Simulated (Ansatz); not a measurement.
BiTe:

```
Bi Te
1.0
     2.42271    1.39875    3.31729
    -2.42271    1.39875    3.31729
     0.00000   -2.79750    3.31729
Bi Te
1 1
Direct
  0.50000 0.50000 0.50000
  0.00000 0.00000 0.00000
```

The cell comes from a database or a generator and needn't be the stable form of this composition.

| Item | Value |
| --- | --- |
| Program | Ansatz 0.2.0 |
| Task | single point |
| Functional | PBE |
| Potentials or basis | all-electron LAPW, scalar-relativistic |
| Cutoff | 174 eV (chosen from the basis error) |
| Basis error allowed | 0.001 eV/atom |
| k mesh | 7 × 7 × 7 |
| Occupations | fermi-dirac, width 0.05 eV |
| Spin | no spin polarisation |

On this cell: pressure 0.2 GPa; largest force under 0.003 eV/Å; band gap on the k mesh none (metal or under the smearing width).

The same run follows on a disturbed copy (atoms moved at random, drawn with an rms of 0.05 Å):

```
CELL_PARAMETERS angstrom
2.42271 1.39875 3.31729
-2.42271 1.39875 3.31729
0.00000 -2.79750 3.31729
ATOMIC_POSITIONS crystal
Bi 0.50449 0.49986 0.49761
Te 0.99451 0.00737 0.00473
```

Q: What does the disturbed cell give?

A: The energy (extrapolated to zero smearing) moves by +1.2 meV/atom; pressure 0.2 GPa; largest force 0.095 eV/Å; band gap on the k mesh none (metal or under the smearing width).

Forces in eV/Å, atoms in the order of the input:
```
Bi  -0.082 -0.045  0.013
Te   0.082  0.045 -0.013
```

Stress tensor (GPa, compression positive):
```
 0.27  0.02 -0.02
 0.02  0.25 -0.01
-0.02 -0.01  0.12
```

Caveats: spin-orbit coupling is left out, which moves the levels of the heavy elements.
